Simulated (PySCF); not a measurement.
# C4H4BFS2: the cost of one run

Programs: PySCF 2.14.0, with routines of our own; each step states its level. All values are computed. Atoms count from 0.

## (1) The starting structure

12 atoms, charge 0, multiplicity 1; geometry from: GFN2-xTB.

## (2) Circular dichroism and optical rotation: TDDFT PBE0/def2-SVPD

What the job is given:

```
{"job": {"kind": "ecd", "xc": "PBE0", "basis": "def2-SVPD", "nstates": 16}, "charge": 0, "multiplicity": 1}
C      0.553133     2.483986     0.448354
C      0.003569     1.525374    -0.011737
C     -0.577150     0.320066    -0.551859
S      0.667901    -0.490220    -1.677396
B      1.329253    -1.588436    -0.461568
S      0.483374    -1.637867     1.103857
C     -0.966291    -0.645234     0.560872
F     -1.942035    -1.497691     0.121533
H      1.002977     3.346314     0.841059
H     -1.451704     0.546976    -1.168104
H      2.266835    -2.241968    -0.666384
H     -1.368665    -0.121987     1.435345
```

With the program's defaults for keys left out, this is: TDDFT PBE0/def2-SVPD circular dichroism and optical rotation, one conformer, gas phase.

Run with:

```bash
> OMP_NUM_THREADS=1 python excited_run.py task.json out
```

This one command runs all jobs of the session in turn.

**Question.** How long does this job take on 1 thread of Arm Neoverse N1, shared host, and how much memory does it need?

About 2.3 min, with a peak of 0.93 GiB.
